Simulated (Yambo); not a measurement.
# MgO (Fm-3m) in Yambo: notebook

Runs on MgO. Level: PBE. Tasks: optical spectrum.

Everything below comes from runs of Yambo 5.3.0. Logs are shortened: lines on timing, memory, paths and dates and some standing lists are left out, and cuts for length are marked.

**Experimental background.**

“Electronic structure of alkaline earth and post-transition metal oxides”, 2009, arxiv:0908.1581 quotes, for a bulk crystal of MgO: band gap 7.83 eV.

The runs below are set against these values where they give the same quantity.

### Step 1. The crystal as given

The structure is cubic, space group Fm-3m (No. 225). The conventional cell has a = 4.194 Å, b = 4.194 Å, c = 4.194 Å, α = 90.00°, β = 90.00°, γ = 90.00°. Mg (site symmetry m-3m) is surrounded by 6 O at 2.10 Å. O (site symmetry m-3m) is surrounded by 6 Mg at 2.10 Å.

The cell is a database's computed one.

### Step 2. Optical spectrum, PBE

The input, optics2.in:

```
optics
chi
tddft
Chimod= "ALDA"
% BndsRnXd
 1 | 38 |
%
NGsBlkXd= 1 Ry
% LongDrXd
 1 | 1 | 0 |
%
% QpntsRXd
 1 | 1 |
%
% EnRngeXd
 0 | 10 | eV
%
% DmRngeXd
 0.05 | 0.05 | eV
%
ETStpsXd= 150
FxcGRLc= 1 Ry
VXCRLvcs= 1 Ry
```

The input, scf.in:

```
&CONTROL
  calculation = 'scf'
  prefix = 'pwscf'
  outdir = './tmp'
  pseudo_dir = './pseudo'
/
&SYSTEM
  ibrav = 0
  nat = 2
  ntyp = 2
  ecutwfc = 84
  nbnd = 14
  occupations = 'smearing'
  smearing = 'fd'
  degauss = 0.00367493
  force_symmorphic = .true.
/
&ELECTRONS
  conv_thr = 4d-10
  electron_maxstep = 120
  mixing_beta = 0.5
/
ATOMIC_SPECIES
Mg    24.3050 Mg.upf
O     15.9990 O.upf
CELL_PARAMETERS angstrom
   0.0000000000    2.0970013927    2.0970013927
   2.0970013927    0.0000000000    2.0970013927
   2.0970013927    2.0970013927    0.0000000000
ATOMIC_POSITIONS crystal
Mg     0.0000000000    0.0000000000    0.0000000000
O      0.5000000000    0.5000000000    0.5000000000
K_POINTS automatic
20 20 20 0 0 0
```

The input, nscf.in:

```
&CONTROL
  calculation = 'nscf'
  prefix = 'pwscf'
  outdir = './tmp'
  pseudo_dir = './pseudo'
/
&SYSTEM
  ibrav = 0
  nat = 2
  ntyp = 2
  ecutwfc = 84
  nbnd = 38
  occupations = 'fixed'
  force_symmorphic = .true.
/
&ELECTRONS
  conv_thr = 1d-08
  diago_full_acc = .true.
  diago_thr_init = 1d-06
/
ATOMIC_SPECIES
Mg    24.3050 Mg.upf
O     15.9990 O.upf
CELL_PARAMETERS angstrom
   0.0000000000    2.0970013927    2.0970013927
   2.0970013927    0.0000000000    2.0970013927
   2.0970013927    2.0970013927    0.0000000000
ATOMIC_POSITIONS crystal
Mg     0.0000000000    0.0000000000    0.0000000000
O      0.5000000000    0.5000000000    0.5000000000
K_POINTS automatic
20 20 20 0 0 0
```

Potentials or basis: PseudoDojo 0.4.1 SR PBE standard.

Started as:

```
$ OMP_NUM_THREADS=1 pw.x -in scf.in > scf.out
$ OMP_NUM_THREADS=1 pw.x -in nscf.in > nscf.out
$ cd tmp/pwscf.save; p2y; mv SAVE ../..; cd ../..
$ OMP_NUM_THREADS=1 yambo
$ OMP_NUM_THREADS=1 yambo -F optics2.in -J optics2 -C optics2_out
```

Yambo's report:

```text
[... sections 02.01 to 02.04 as in the set-up run ...]

  [02.05] Energies & Occupations
  ==============================

  [X] === General ===
  [X] Electronic Temperature                        :  0.000000  0.000000 [eV K]
  [X] Bosonic    Temperature                        :  0.000000  0.000000 [eV K]
  [X] Finite Temperature mode                       : no
  [X] El. density                                   :  0.86755E+24 [cm-3]
  [X] Fermi Level                                   :  8.213387 [eV]

  [X] === Gaps and Widths ===
  [X] Conduction Band Min                           :  4.894963 [eV]
  [X] Valence Band Max                              :  0.000000 [eV]
  [X] Filled Bands                                  :   8
  [X] Empty Bands                                   :    9   38
  [X] Direct Gap                                    :  4.894963 [eV]
  [X] Direct Gap localized at k                     :  1
  [X] Indirect Gap                                  :  4.894963 [eV]
  [X] Indirect Gap between kpts                     :  1  1
  [X] Last valence band width                       :  1.776449 [eV]
  [X] 1st conduction band width                     :  6.878332 [eV]

 [03] Transferred momenta grid and indexing
 ==========================================

 IBZ Q-points                                      :  256
 BZ  Q-points                                      :   8000

 K/Q-points units:
 rlu = crystal or reduced units; cc = cartesian coordinates; iku = interal k-units

 Q [  1]        [rlu]:  0.000000  0.000000  0.000000
 Q [  2]        [rlu]: -0.17084E-17 -0.17084E-17  0.50000E-01
 Q [  3]        [rlu]: -0.34168E-17 -0.34168E-17  0.10000
 Q [  4]        [rlu]: -0.13397E-17 -0.13397E-17  0.15000
 Q [  5]        [rlu]: -0.32061E-17 -0.32061E-17  0.20000
 Q [  6]        [rlu]: -0.65702E-17 -0.65702E-17  0.25000
[... 42 lines left out ...]
 Q [ 49]        [rlu]:  0.94488E-17  0.15000      0.20000
 Q [ 50]        [rlu]: -0.16030E-17  0.15000      0.25000

 Remaining 206 points informations can be written running with -fatlog

 [04] Dipoles
 ============

  [04.01] Setup: observables and procedures
  =========================================

  [WF-Oscillators/G space/Transverse up loader] Normalization (few states)  min/max  :  0.21586E-16   1.0000

  [WR./optics2//ndb.dipoles]------------------------------------------------------
   Brillouin Zone Q/K grids (IBZ/BZ)                :    256   8000    256   8000
   RL vectors                                       :  2229 [WF]
   Fragmentation                                    : yes
   Electronic Temperature                           :  0.000000 [K]
   Bosonic    Temperature                           :  0.000000 [K]
   DIP band range                                   :    1   38
   DIP band range limits                            :   8   9
   DIP e/h energy range                             : -1.000000 -1.000000 [eV]
   RL vectors in the sum                            :  2229
   [r,Vnl] included                                 : yes
   Bands ordered                                    : yes
   Direct v evaluation                              : no
   Approach used                                    : G-space v
   Dipoles computed                                 : R V P [G-space]
   Wavefunctions                                    : Perdew, Burke & Ernzerhof(X)+Perdew, Burke & Ernzerhof(C)

  [WARNING] [r,Vnl^pseudo] included in position and velocity dipoles.

  [WARNING] In case H contains other non local terms, these are neglected

 [05] Optics
 ===========

 [xc] Functional : Perdew, Burke & Ernzerhof(X)+Perdew, Burke & Ernzerhof(C)
 [xc] LIBXC used to calculate xc functional
  PP Number of Atomic Species                      :  2
  NLCC RL compoments                               :  12939
 [X-CG] R(p) Tot o/o(of R):    51306  1920000      100
```

Run time: 3.6 min. Hardware: 1 thread of Arm Neoverse V1, shared host; peak memory 1.6 GiB.

What came out:

- Band gap on the k mesh, mean-field level: 4.89 eV, direct
- Absorption peak: 8.72 eV
- Electronic dielectric constant along the field: 3.13
- Electronic dielectric constant along the field, independent particles: 3.21

Dielectric function (along the field direction of the input):
| energy (eV) | real part | imaginary part |
| --- | --- | --- |
| 0.27 | 3.13 | 0.01 |
| 0.74 | 3.14 | 0.01 |
| 1.28 | 3.16 | 0.01 |
| 1.74 | 3.19 | 0.01 |
| 2.28 | 3.24 | 0.01 |
| 2.82 | 3.31 | 0.01 |
| 3.29 | 3.39 | 0.01 |
| 3.83 | 3.51 | 0.02 |
| 4.36 | 3.70 | 0.03 |
| 4.83 | 4.05 | 0.09 |
| 5.37 | 4.19 | 0.68 |
| 5.84 | 4.51 | 0.64 |
| 6.38 | 4.30 | 1.00 |
| 6.91 | 3.89 | 1.22 |
| 7.38 | 4.66 | 1.55 |
| 7.92 | 4.26 | 1.49 |
| 8.46 | 4.43 | 3.07 |
| 8.93 | 4.36 | 3.04 |
| 9.46 | 3.74 | 3.28 |
| 10.00 | 3.53 | 3.40 |

Caveat: the LDA kernel is used on GGA states, which is inconsistent by a few percent; these spectra lack excitons.

### Step 3. Optical spectrum, PBE

The input, optics3.in:

```
optics
chi
Chimod= "IP"
% BndsRnXd
 1 | 38 |
%
% LongDrXd
 1 | 1 | 1 |
%
% QpntsRXd
 1 | 1 |
%
% EnRngeXd
 0 | 15 | eV
%
% DmRngeXd
 0.1 | 0.1 | eV
%
ETStpsXd= 150
```

scf.in is that of step 2.

nscf.in is that of step 2.

Potentials or basis: PseudoDojo 0.4.1 SR PBE standard.

Started as:

```
$ OMP_NUM_THREADS=1 pw.x -in scf.in > scf.out
$ OMP_NUM_THREADS=1 pw.x -in nscf.in > nscf.out
$ cd tmp/pwscf.save; p2y; mv SAVE ../..; cd ../..
$ OMP_NUM_THREADS=1 yambo
$ OMP_NUM_THREADS=1 yambo -F optics3.in -J optics3 -C optics3_out
```

Yambo's report:

```text
[... sections 02.01 to 02.04 as in the set-up run ...]

  [02.05] Energies & Occupations
  ==============================

  [X] === General ===
  [X] Electronic Temperature                        :  0.000000  0.000000 [eV K]
  [X] Bosonic    Temperature                        :  0.000000  0.000000 [eV K]
  [X] Finite Temperature mode                       : no
  [X] El. density                                   :  0.86755E+24 [cm-3]
  [X] Fermi Level                                   :  8.213387 [eV]

  [X] === Gaps and Widths ===
  [X] Conduction Band Min                           :  4.894963 [eV]
  [X] Valence Band Max                              :  0.000000 [eV]
  [X] Filled Bands                                  :   8
  [X] Empty Bands                                   :    9   38
  [X] Direct Gap                                    :  4.894963 [eV]
  [X] Direct Gap localized at k                     :  1
  [X] Indirect Gap                                  :  4.894963 [eV]
  [X] Indirect Gap between kpts                     :  1  1
  [X] Last valence band width                       :  1.776449 [eV]
  [X] 1st conduction band width                     :  6.878332 [eV]

 [03] Transferred momenta grid and indexing
 ==========================================

 IBZ Q-points                                      :  256
 BZ  Q-points                                      :   8000

 K/Q-points units:
 rlu = crystal or reduced units; cc = cartesian coordinates; iku = interal k-units

 Q [  1]        [rlu]:  0.000000  0.000000  0.000000
 Q [  2]        [rlu]: -0.17084E-17 -0.17084E-17  0.50000E-01
 Q [  3]        [rlu]: -0.34168E-17 -0.34168E-17  0.10000
 Q [  4]        [rlu]: -0.13397E-17 -0.13397E-17  0.15000
 Q [  5]        [rlu]: -0.32061E-17 -0.32061E-17  0.20000
 Q [  6]        [rlu]: -0.65702E-17 -0.65702E-17  0.25000
[... 42 lines left out ...]
 Q [ 49]        [rlu]:  0.94488E-17  0.15000      0.20000
 Q [ 50]        [rlu]: -0.16030E-17  0.15000      0.25000

 Remaining 206 points informations can be written running with -fatlog

 [04] Dipoles
 ============

  [04.01] Setup: observables and procedures
  =========================================

  [WF-Oscillators/G space/Transverse up loader] Normalization (few states)  min/max  :  0.21586E-16   1.0000

  [WR./optics3//ndb.dipoles]------------------------------------------------------
   Brillouin Zone Q/K grids (IBZ/BZ)                :    256   8000    256   8000
   RL vectors                                       :  2229 [WF]
   Fragmentation                                    : yes
   Electronic Temperature                           :  0.000000 [K]
   Bosonic    Temperature                           :  0.000000 [K]
   DIP band range                                   :    1   38
   DIP band range limits                            :   8   9
   DIP e/h energy range                             : -1.000000 -1.000000 [eV]
   RL vectors in the sum                            :  2229
   [r,Vnl] included                                 : yes
   Bands ordered                                    : yes
   Direct v evaluation                              : no
   Approach used                                    : G-space v
   Dipoles computed                                 : R V P [G-space]
   Wavefunctions                                    : Perdew, Burke & Ernzerhof(X)+Perdew, Burke & Ernzerhof(C)

  [WARNING] [r,Vnl^pseudo] included in position and velocity dipoles.

  [WARNING] In case H contains other non local terms, these are neglected

 [05] Optics
 ===========

 [X-CG] R(p) Tot o/o(of R):    51306  1920000      100
```

Run time: 3.4 min. Hardware: 1 thread of Arm Neoverse V1, shared host; peak memory 0.44 GiB.

Results:

| Item | Value |
| --- | --- |
| Band gap on the k mesh, mean-field level | 4.89 eV, direct |
| Absorption peak | 11.28 eV |
| Electronic dielectric constant along the field | 3.21 |

Dielectric function (along the field direction of the input):
```tsv
energy (eV)	real part	imaginary part
0.30	3.21	0.02
0.60	3.21	0.02
1.01	3.23	0.02
1.41	3.25	0.02
1.71	3.27	0.02
2.11	3.30	0.02
2.52	3.35	0.02
2.92	3.40	0.03
3.22	3.45	0.03
3.62	3.54	0.03
4.03	3.65	0.04
4.43	3.81	0.06
4.73	4.01	0.10
5.13	4.21	0.50
5.54	4.24	0.86
5.94	4.34	0.98
6.24	3.99	0.88
6.64	4.25	1.14
7.05	4.17	1.17
7.45	4.39	1.56
7.75	4.47	1.50
8.15	4.54	1.88
8.56	4.75	2.44
8.96	4.17	3.29
9.26	3.23	3.06
9.66	3.00	2.88
10.07	3.35	3.34
10.47	3.71	2.74
10.77	4.19	4.57
11.17	2.98	5.26
11.58	1.02	4.37
11.98	0.72	3.37
12.28	0.86	3.08
12.68	0.88	2.86
13.09	0.77	2.83
13.49	0.75	2.15
13.79	1.22	2.16
14.19	1.47	2.53
14.60	1.35	2.55
15.00	1.60	2.98
```

Caveat: independent-particle spectra lack excitons.

### Step 4. Optical spectrum, PBE

The input, optics4.in:

```
optics
chi
Chimod= "HARTREE"
% BndsRnXd
 1 | 38 |
%
NGsBlkXd= 1 Ry
% LongDrXd
 1 | 0 | 0 |
%
% QpntsRXd
 1 | 1 |
%
% EnRngeXd
 0 | 20 | eV
%
% DmRngeXd
 0.1 | 0.1 | eV
%
ETStpsXd= 150
```

scf.in is that of step 3.

nscf.in is that of step 3.

Potentials or basis: PseudoDojo 0.4.1 SR PBE standard.

Started as:

```
$ OMP_NUM_THREADS=1 pw.x -in scf.in > scf.out
$ OMP_NUM_THREADS=1 pw.x -in nscf.in > nscf.out
$ cd tmp/pwscf.save; p2y; mv SAVE ../..; cd ../..
$ OMP_NUM_THREADS=1 yambo
$ OMP_NUM_THREADS=1 yambo -F optics4.in -J optics4 -C optics4_out
```

Yambo's report:

```text
[... sections 02.01 to 02.04 as in the set-up run ...]

  [02.05] Energies & Occupations
  ==============================

  [X] === General ===
  [X] Electronic Temperature                        :  0.000000  0.000000 [eV K]
  [X] Bosonic    Temperature                        :  0.000000  0.000000 [eV K]
  [X] Finite Temperature mode                       : no
  [X] El. density                                   :  0.86755E+24 [cm-3]
  [X] Fermi Level                                   :  8.213387 [eV]

  [X] === Gaps and Widths ===
  [X] Conduction Band Min                           :  4.894963 [eV]
  [X] Valence Band Max                              :  0.000000 [eV]
  [X] Filled Bands                                  :   8
  [X] Empty Bands                                   :    9   38
  [X] Direct Gap                                    :  4.894963 [eV]
  [X] Direct Gap localized at k                     :  1
  [X] Indirect Gap                                  :  4.894963 [eV]
  [X] Indirect Gap between kpts                     :  1  1
  [X] Last valence band width                       :  1.776449 [eV]
  [X] 1st conduction band width                     :  6.878332 [eV]

 [03] Transferred momenta grid and indexing
 ==========================================

 IBZ Q-points                                      :  256
 BZ  Q-points                                      :   8000

 K/Q-points units:
 rlu = crystal or reduced units; cc = cartesian coordinates; iku = interal k-units

 Q [  1]        [rlu]:  0.000000  0.000000  0.000000
 Q [  2]        [rlu]: -0.17084E-17 -0.17084E-17  0.50000E-01
 Q [  3]        [rlu]: -0.34168E-17 -0.34168E-17  0.10000
 Q [  4]        [rlu]: -0.13397E-17 -0.13397E-17  0.15000
 Q [  5]        [rlu]: -0.32061E-17 -0.32061E-17  0.20000
 Q [  6]        [rlu]: -0.65702E-17 -0.65702E-17  0.25000
[... 42 lines left out ...]
 Q [ 49]        [rlu]:  0.94488E-17  0.15000      0.20000
 Q [ 50]        [rlu]: -0.16030E-17  0.15000      0.25000

 Remaining 206 points informations can be written running with -fatlog

 [04] Dipoles
 ============

  [04.01] Setup: observables and procedures
  =========================================

  [WF-Oscillators/G space/Transverse up loader] Normalization (few states)  min/max  :  0.21586E-16   1.0000

  [WR./optics4//ndb.dipoles]------------------------------------------------------
   Brillouin Zone Q/K grids (IBZ/BZ)                :    256   8000    256   8000
   RL vectors                                       :  2229 [WF]
   Fragmentation                                    : yes
   Electronic Temperature                           :  0.000000 [K]
   Bosonic    Temperature                           :  0.000000 [K]
   DIP band range                                   :    1   38
   DIP band range limits                            :   8   9
   DIP e/h energy range                             : -1.000000 -1.000000 [eV]
   RL vectors in the sum                            :  2229
   [r,Vnl] included                                 : yes
   Bands ordered                                    : yes
   Direct v evaluation                              : no
   Approach used                                    : G-space v
   Dipoles computed                                 : R V P [G-space]
   Wavefunctions                                    : Perdew, Burke & Ernzerhof(X)+Perdew, Burke & Ernzerhof(C)

  [WARNING] [r,Vnl^pseudo] included in position and velocity dipoles.

  [WARNING] In case H contains other non local terms, these are neglected

 [05] Optics
 ===========

 [X-CG] R(p) Tot o/o(of R):    51306  1920000      100
```

It took 3.6 min on 1 thread of Arm Neoverse V1, shared host; peak memory 1.6 GiB.

What came out:

```yaml
Band_gap_on_the_k_mesh_mean-field_level: 4.89 eV, direct
Absorption_peak: 11.28 eV
Electronic_dielectric_constant_along_the_field: 3.09
Electronic_dielectric_constant_along_the_field_independent_particles: 3.21
```

Dielectric function (along the field direction of the input):
| energy (eV) | real part | imaginary part |
| --- | --- | --- |
| 0.27 | 3.10 | 0.02 |
| 1.21 | 3.12 | 0.02 |
| 2.28 | 3.20 | 0.02 |
| 3.36 | 3.36 | 0.03 |
| 4.30 | 3.63 | 0.05 |
| 5.37 | 4.11 | 0.63 |
| 6.44 | 4.05 | 0.94 |
| 7.52 | 4.02 | 1.58 |
| 8.46 | 4.45 | 2.63 |
| 9.53 | 2.94 | 3.32 |
| 10.60 | 3.87 | 2.76 |
| 11.68 | 0.70 | 3.73 |
| 12.62 | 0.67 | 2.56 |
| 13.69 | 0.92 | 1.63 |
| 14.77 | 1.42 | 1.96 |
| 15.84 | 0.58 | 2.59 |
| 16.78 | 0.51 | 2.18 |
| 17.85 | 0.27 | 2.03 |
| 18.93 | -0.73 | 1.50 |
| 20.00 | -0.16 | 0.85 |

Caveat: these spectra lack excitons.

[end of part 1 of 2]
